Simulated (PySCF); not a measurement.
**SnN⁻: changing the method**

Starting from one script, swap the method and compare what comes out for SnN⁻.

Computed with PySCF 2.14.0. Level: method and basis as typed in the scripts.

2 further runs of the same task are left out: 2 that didn't finish.

### 1 The system as given

SnN⁻: 2 atoms, charge -1, spin multiplicity 1.

Bond lengths: Sn1–N2 1.895 Å.

### 2 The run that the others are compared with

Input file input.py:

```python
from pyscf import gto, dft

mol = gto.M(
    atom='Sn 0 0 0; N 0 0 1.895',
    basis='sbkjc',
    ecp={'Sn': 'sbkjc', 'N': 'sbkjc'},
    charge=-1,
    spin=0,
    symmetry=True,
    verbose=4,
)
mf = dft.UKS(mol, xc='lc_wpbe')
mf.kernel()
g = mf.nuc_grad_method()
g.grid_response = True
g.kernel()
mf.dip_moment()
print('orbital energies (hartree):', [e[max(0, n-3):n+3].round(4) for e, n in zip(mf.mo_energy, mol.nelec)])
```

Started as:

```bash
$ OMP_NUM_THREADS=1 python input.py
```

The log of this run is left out.

Base result: E(SCF) = -13.260163 Eh, 10 cycles, gradient on the second atom 0.0257 Eh/bohr.

The bond length is a typed value, not an optimised one. The dipole of an ion depends on the origin.

### 3 Pw91

Edit 1 changes functional: lc_wpbe → pw91.

Input file input.py:

```python
from pyscf import gto, dft

mol = gto.M(
    atom='Sn 0 0 0; N 0 0 1.895',
    basis='sbkjc',
    ecp={'Sn': 'sbkjc', 'N': 'sbkjc'},
    charge=-1,
    spin=0,
    symmetry=True,
    verbose=4,
)
mf = dft.UKS(mol, xc='pw91')
mf.kernel()
g = mf.nuc_grad_method()
g.grid_response = True
g.kernel()
mf.dip_moment()
print('orbital energies (hartree):', [e[max(0, n-3):n+3].round(4) for e, n in zip(mf.mo_energy, mol.nelec)])
```

Started as:

```bash
$ OMP_NUM_THREADS=1 python input.py
```

### 4 RKS

Edit 2 changes SCF type: UKS → RKS.

Input file input.py:

```python
from pyscf import gto, dft

mol = gto.M(
    atom='Sn 0 0 0; N 0 0 1.895',
    basis='sbkjc',
    ecp={'Sn': 'sbkjc', 'N': 'sbkjc'},
    charge=-1,
    spin=0,
    symmetry=True,
    verbose=4,
)
mf = dft.RKS(mol, xc='lc_wpbe')
mf.kernel()
g = mf.nuc_grad_method()
g.grid_response = True
g.kernel()
mf.dip_moment()
print('orbital energies (hartree):', mf.mo_energy[..., max(0, mol.nelec[1]-3):mol.nelec[0]+3].round(4))
```

### 5 Mn15

Edit 3 changes functional: lc_wpbe → mn15.

Edit input.py of step 2 so:

```diff
@@ -11,3 +11,3 @@
 )
-mf = dft.UKS(mol, xc='lc_wpbe')
+mf = dft.UKS(mol, xc='mn15')
 mf.kernel()
```

### 6 Slater,

Edit 4 changes functional: lc_wpbe → slater,.

Edit input.py of step 2 so:

```diff
@@ -11,3 +11,3 @@
 )
-mf = dft.UKS(mol, xc='lc_wpbe')
+mf = dft.UKS(mol, xc='slater,')
 mf.kernel()
```

Q: Predict the outcome of this session. Wanted: for each run, E(SCF); from base; gap.

**Answer**, as computed:

```
                  run  E(SCF) (hartree)  from base (eV)  cycles  gap (eV)
                 base        -13.260163               0      10      8.57
                 pw91        -13.297658  not comparable      12      2.57
                  RKS        -13.260163          0.0000      10      8.57
                 mn15        -13.242392  not comparable       9      5.44
slater, (poor choice)        -12.735861  not comparable      11      2.40
```

What this shows: No change of the SCF energy comes from RKS. The gap between the frontier levels is 2.6 eV with pw91 (0 % exact exchange) and 5.4 eV with mn15 (44 %): exact exchange opens it. A lower total energy from another functional means nothing by itself. Rows marked «poor choice» come from settings spoiled on purpose.
